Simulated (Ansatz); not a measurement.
Born–Oppenheimer molecular dynamics of a periodic cell of 17 atoms, Mg$_{8}$HO$_{8}$ (host MgO, host structure Fm-3m, interstitial H). It starts from a relaxed structure.

Computed with Ansatz, DFT PBE, scalar-relativistic, plane waves, PAW. Settings: accuracy low, PAW set soft_1, cutoff 420 eV, k mesh 2x2x2, fermi-dirac smearing 0.02 eV, spin collinear.

```json
{"ensemble": "NVE (velocity Verlet)", "time step": "0.75 fs", "steps asked": "160", "starting velocities drawn for": "1200 K", "seed": "674648"}
```

First frame:

```xyz
17
Lattice="0.0000 3.9020 3.9020 3.9020 0.0000 3.9020 3.9020 3.9020 0.0000" Properties=species:S:1:pos:R:3
Mg 0.012 0.011 0.006
O 1.957 1.956 1.952
Mg 1.952 1.951 0.006
O 3.908 3.907 1.952
Mg 1.953 0.010 1.947
O 3.909 1.956 3.903
Mg 3.901 1.964 1.959
O 5.899 3.868 3.864
Mg 0.011 1.952 1.947
O 1.957 3.907 3.903
Mg 1.965 3.900 1.959
O 3.869 5.898 3.864
Mg 1.965 1.964 3.895
O 3.869 3.868 5.893
Mg 3.901 3.900 3.895
O 5.898 5.897 5.893
H 4.884 4.883 4.878
```

What does the run give?

The run went to its last step.

| Quantity | Value |
| --- | --- |
| steps done | 160 |
| time covered | 120 fs |
| mean temperature over the second half | 578 K |
| spread of the potential energy over the second half | 11.1 meV per atom |
| mean potential energy of the second half above the start | 75.8 meV per atom |

The conserved energy stayed within 0.24 meV per atom of its start (net change 0.18 meV per atom), so the integration is sound. Over the second half the temperature averaged 0.48 of the 1200 K drawn at the start: a run that starts near a minimum puts about half its kinetic energy into the potential. A run of 0.12 ps of so small a system gives no equilibrium averages. Limits of this set-up: coarse k mesh, a small cell, in which the defect meets its images, low accuracy level.

What happens to the structure?

Mean squared displacements from the first frame to the last, about the centre of mass: Mg 0.01 Å², O 0.01 Å², H 0.05 Å². Another seed would give other details.

How do temperature and energy run in time?


| time (fs) | T (K) | potential energy less start (eV) | conserved less start (meV/atom) |
| --- | --- | --- | --- |
| 0 | 1200 | 0.000 | 0.00 |
| 3.75 | 992 | 0.432 | 0.09 |
| 7.5 | 602 | 1.240 | 0.18 |
| 11.25 | 309 | 1.846 | 0.22 |
| 15 | 247 | 1.974 | 0.23 |
| 18.75 | 414 | 1.628 | 0.15 |
| 22.5 | 583 | 1.277 | 0.09 |
| 26.25 | 572 | 1.300 | 0.14 |
| 30 | 510 | 1.430 | 0.18 |
| 33.75 | 521 | 1.406 | 0.16 |
| 37.5 | 577 | 1.292 | 0.19 |
| 41.25 | 734 | 0.966 | 0.15 |
| 45 | 865 | 0.693 | 0.08 |
| 48.75 | 806 | 0.817 | 0.13 |
| 52.5 | 682 | 1.073 | 0.13 |
| 56.25 | 526 | 1.397 | 0.17 |
| 60 | 453 | 1.549 | 0.20 |
| 63.75 | 506 | 1.437 | 0.10 |
| 67.5 | 484 | 1.484 | 0.19 |
| 71.25 | 548 | 1.351 | 0.15 |
| 75 | 621 | 1.200 | 0.12 |
| 78.75 | 640 | 1.161 | 0.18 |
| 82.5 | 707 | 1.021 | 0.13 |
| 86.25 | 713 | 1.009 | 0.14 |
| 90 | 679 | 1.081 | 0.17 |
| 93.75 | 667 | 1.105 | 0.13 |
| 97.5 | 580 | 1.284 | 0.15 |
| 101.25 | 478 | 1.496 | 0.19 |
| 105 | 454 | 1.545 | 0.14 |
| 108.75 | 437 | 1.581 | 0.21 |
| 112.5 | 551 | 1.345 | 0.13 |
| 116.25 | 631 | 1.179 | 0.14 |
| 120 | 666 | 1.108 | 0.18 |

Time of the run: 17 min on 1 thread of Intel(R) Xeon(R) Platinum 8259CL CPU @ 2.50GHz (Skylake/Cascade Lake), with other jobs on the host, peak memory 0.52 GiB.
